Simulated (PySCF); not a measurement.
# LaCl3(H2O): other functionals and bases at one geometry

Aim: see how levels, charges and forces of LaCl3(H2O) depend on the level of theory. The species was built from a template and needn't be a known compound.

The runs use PySCF 2.14.0; several levels, as the steps say, no spin–orbit coupling.

1 further run of the same task is left out (for a known fault of the program).

## 1. The system as given

7 atoms, charge 0, spin multiplicity 1.

Bond lengths: La1–Cl2 2.626 Å, La1–Cl3 2.618 Å, La1–Cl4 2.626 Å, La1–O5 2.531 Å, O5–H6 0.967 Å, O5–H7 0.967 Å. Angles: Cl2–La1–Cl3 118.5°, Cl2–La1–Cl4 121.1°, Cl2–La1–O5 91.2°, Cl3–La1–Cl4 118.5°, Cl3–La1–O5 101.9°, Cl4–La1–O5 91.2°, La1–O5–H6 125.7°, La1–O5–H7 125.7°, H6–O5–H7 106.9°.

Geometry (Å):

```
La   -0.0037   -0.0810    0.0810
Cl    1.1026    2.0073    1.2264
Cl   -1.8404   -1.4005    1.4005
Cl    1.1026   -1.2264   -2.0073
O    -1.4040    1.4097   -1.4097
H    -1.6202    2.3360   -1.2381
H    -1.6202    1.2381   -2.3360
```

Formal oxidation states: La +3. The 4f shell is empty and lies in the core potential. An earlier session relaxed this geometry at PBE0, La lcecp-1-SVP with ECP46, Cl def2-SVP, O def2-SVP, H def2-SVP (singlet, point group Cs).

At PBE0 on the finer grid: E = -1487.892227 Eh, HOMO -8.34 eV, LUMO -1.54 eV, Mulliken charge on La1 +0.96 e, largest force component 0.019 eV/Å. The large-core potential holds the 4f shell empty.

Levels to run: M06-L; TPSS; PBE0, TZVP. Hardware: 2 threads of Arm Neoverse V1, shared host.

## 2. M06-L

Input file run.py (the lines that set the calculation):

```python
mol = gto.M(atom='''
La    -0.00375    -0.08100     0.08100
Cl     1.10264     2.00731     1.22637
Cl    -1.84037    -1.40055     1.40055
Cl     1.10264    -1.22637    -2.00731
O     -1.40404     1.40968    -1.40968
H     -1.62021     2.33601    -1.23811
H     -1.62021     1.23811    -2.33601''',
    basis={'La': 'lcecp-1-SVP', 'Cl': 'def2-SVP', 'O': 'def2-SVP', 'H': 'def2-SVP'},
    ecp={'La': 'lcecp-1-SVP'},
    charge=0, spin=0)
mf = dft.RKS(mol, xc='M06L')
mf.grids.atom_grid = (75, 302)  # f atoms: unpruned, at least (60, 302)
mf = mf.density_fit()  # fitting sets: La AutoAux, Cl def2-universal-JKFIT, O def2-universal-JKFIT, H def2-universal-JKFIT
mf.conv_tol = 1e-08; mf.max_cycle = 55
mf.kernel(dm0)  # dm0: the density of the relaxed state
```

Launch:

```sh
OMP_NUM_THREADS=2 python run.py
```

## 3. TPSS

run.py (the lines that set the calculation): that of step 2 with these lines changed.

```diff
@@ -11,3 +11,3 @@
     charge=0, spin=0)
-mf = dft.RKS(mol, xc='M06L')
+mf = dft.RKS(mol, xc='TPSS')
 mf.grids.atom_grid = (75, 302)  # f atoms: unpruned, at least (60, 302)
```

## 4. PBE0, TZVP

Basis: La lcecp-1-TZVP with ECP46, Cl def2-TZVP, O def2-TZVP, H def2-TZVP. 

Input file run.py (the lines that set the calculation):

```python
mol = gto.M(atom='''
La    -0.00375    -0.08100     0.08100
Cl     1.10264     2.00731     1.22637
Cl    -1.84037    -1.40055     1.40055
Cl     1.10264    -1.22637    -2.00731
O     -1.40404     1.40968    -1.40968
H     -1.62021     2.33601    -1.23811
H     -1.62021     1.23811    -2.33601''',
    basis={'La': 'lcecp-1-TZVP', 'Cl': 'def2-TZVP', 'O': 'def2-TZVP', 'H': 'def2-TZVP'},
    ecp={'La': 'lcecp-1-TZVP'},
    charge=0, spin=0)
mf = dft.RKS(mol, xc='PBE0')
mf.grids.atom_grid = (75, 302)  # f atoms: unpruned, at least (60, 302)
mf = mf.density_fit()  # fitting sets: La AutoAux, Cl def2-universal-JKFIT, O def2-universal-JKFIT, H def2-universal-JKFIT
mf.conv_tol = 1e-08; mf.max_cycle = 55
mf.kernel(dm0)  # dm0: free metal ions and neutral atoms
```

What does the calculation give? Wanted: for each run, HOMO; gap; charge on La1; dipole; largest force.

As calculated:

| level | state | HOMO (eV) | gap (eV) | charge on La1 (e) | dipole (D) | largest force (eV/Å) | basis functions | time |
| --- | --- | --- | --- | --- | --- | --- | --- | --- |
| PBE0 (relaxed here) | singlet | -8.34 | 6.79 | 0.96 | 5.29 | 0.02 | 111 | 22 s |
| M06-L | singlet | -7.20 | 5.59 | 1.19 | 5.23 | 0.18 | 111 | 11 s |
| TPSS | singlet | -7.09 | 5.04 | 0.90 | 5.26 | 0.44 | 111 | 11 s |
| PBE0, TZVP | singlet | -8.45 | 6.76 | 1.43 | 5.21 | 0.25 | 201 | 22 s |

Times are on 2 threads of Arm Neoverse V1, shared host; the first row also made further properties.

In one basis the HOMO–LUMO gap runs from 5.04 eV (TPSS) to 6.79 eV (PBE0). The largest leftover force, 0.44 eV/Å with TPSS, stands at a geometry relaxed at another level. The Mulliken charge on La spans +0.90 to +1.43 e over the levels. With 4f in the core, its levels are missing from HOMO and gap. Total energies of different levels can't be compared. Spin–orbit coupling is left out throughout.
